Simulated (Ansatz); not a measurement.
# CH4Se: a ladder of functionals and wavefunction methods

An exercise on one series of results from a longer session: the logs are not shown, and one member is left open.

The runs use Ansatz 0.2.0, Gaussian basis; functionals in def2-TZVPP, the program's frozen cores in correlated methods.

The runs, in order: LDA (SPW92), PBE-D4, revPBE-D4, BLYP-D4, r2SCAN-D4, B97M-V, PBE0-D4, B3LYP-D4, r2SCANh-D4, r2SCAN0-D4, HSE06-D4, BHLYP-D4, CAM-B3LYP-D4, LC-ωPBE, ωB97X-V, ωB97M-V, B2PLYP, PBE-QIDH; CCSD(T)/def2-SVP; CCSD(T)/def2-TZVPP; CCSD(T)/def2-QZVPP; extrapolation to the limit; RPA on PBE.

## Structure used throughout

The geometry comes from an earlier relaxation with PBE0-D4 in a triple-zeta def2 set; it is a stationary point.

SMILES `C[SeH]`, 6 atoms, charge 0, spin multiplicity 1.

Atoms are counted from 1 here; the program's logs count them from 0.

Bond lengths: C1–Se2 1.949 Å, C1–H3 1.087 Å, C1–H4 1.089 Å, C1–H5 1.087 Å, Se2–H6 1.468 Å. Angles: Se2–C1–H3 110.6°, Se2–C1–H4 106.0°, Se2–C1–H5 110.6°, H3–C1–H4 109.3°, H3–C1–H5 110.9°, H4–C1–H5 109.3°, C1–Se2–H6 95.4°.

As a file:

```mol
CH4Se
  3D, bonds by distance, orders not assigned

  6  5  0  0  0  0  0  0  0  0999 V2000
   -0.1344   -0.3535   -0.3938 C   0  0
    0.8543    0.2568    1.1707 Se  0  0
   -1.1979   -0.4132   -0.1748 H   0  0
    0.2439   -1.3500   -0.6172 H   0  0
    0.0513    0.3004   -1.2427 H   0  0
    0.1827    1.5596    1.2578 H   0  0
  1  2  8  0
  1  3  8  0
  1  4  8  0
  1  5  8  0
  2  6  8  0
M  END
```

The first run:

The input, in.yaml:

```yaml
crystal:
  periodic: [false, false, false]
  atoms:
    - {symbol: C, position_ang: [-0.134368, -0.353467, -0.393802]}
    - {symbol: Se, position_ang: [0.854284, 0.256776, 1.170710]}
    - {symbol: H, position_ang: [-1.197889, -0.413244, -0.174821]}
    - {symbol: H, position_ang: [0.243897, -1.350030, -0.617243]}
    - {symbol: H, position_ang: [0.051337, 0.300393, -1.242677]}
    - {symbol: H, position_ang: [0.182750, 1.559572, 1.257843]}
basis:
  gaussian: {orbitals: def2-TZVPP}
hamiltonian: {xc: lda}
output: {orbitals: {seedname: orbitals}}
```

Launch:

```console
ansatz run in.yaml --threads 2 --pin off --events-out ev --progress --plain --max-ram 32768MiB --backend cpu
```

Among the steps run: LDA; PBE-D4 (GGA); revPBE-D4 (GGA); BLYP-D4 (GGA); r2SCAN-D4 (meta-GGA); B97M-V (meta-GGA); B3LYP-D4 (hybrid); r2SCANh-D4 (hybrid); r2SCAN0-D4 (hybrid); HSE06-D4 (hybrid); BHLYP-D4 (hybrid); CAM-B3LYP-D4 (range-separated); LC-ωPBE (range-separated); ωB97X-V (range-separated); ωB97M-V (range-separated); B2PLYP (double hybrid); PBE-QIDH (double hybrid).

One of the session's tables, all rows but one given; the rest of the session is left out.

It belongs to the step «Frontier levels by functional». 

```
  functional  HOMO (eV)  gap (eV)
 LDA (SPW92)      -5.44      4.54
      PBE-D4      -5.32      4.56
   revPBE-D4      -5.28      4.59
     BLYP-D4      -5.17      4.46
   r2SCAN-D4      -5.58      5.16
      B97M-V          ?         ?
     PBE0-D4      -6.49      6.62
    B3LYP-D4      -6.27      6.10
  r2SCANh-D4      -6.01      5.92
  r2SCAN0-D4      -6.66      7.02
    HSE06-D4      -6.10      5.85
    BHLYP-D4      -7.52      8.45
CAM-B3LYP-D4      -7.82      8.90
     LC-ωPBE      -9.20     11.55
     ωB97X-V      -8.84     11.01
     ωB97M-V      -8.70     10.60
```

Estimate the missing values for B97M-V.

**Answer.** HOMO (eV): -5.66; gap (eV): 5.12. In the column «HOMO (eV)» it lies between r2SCANh-D4 (-6.01) and r2SCAN-D4 (-5.58).
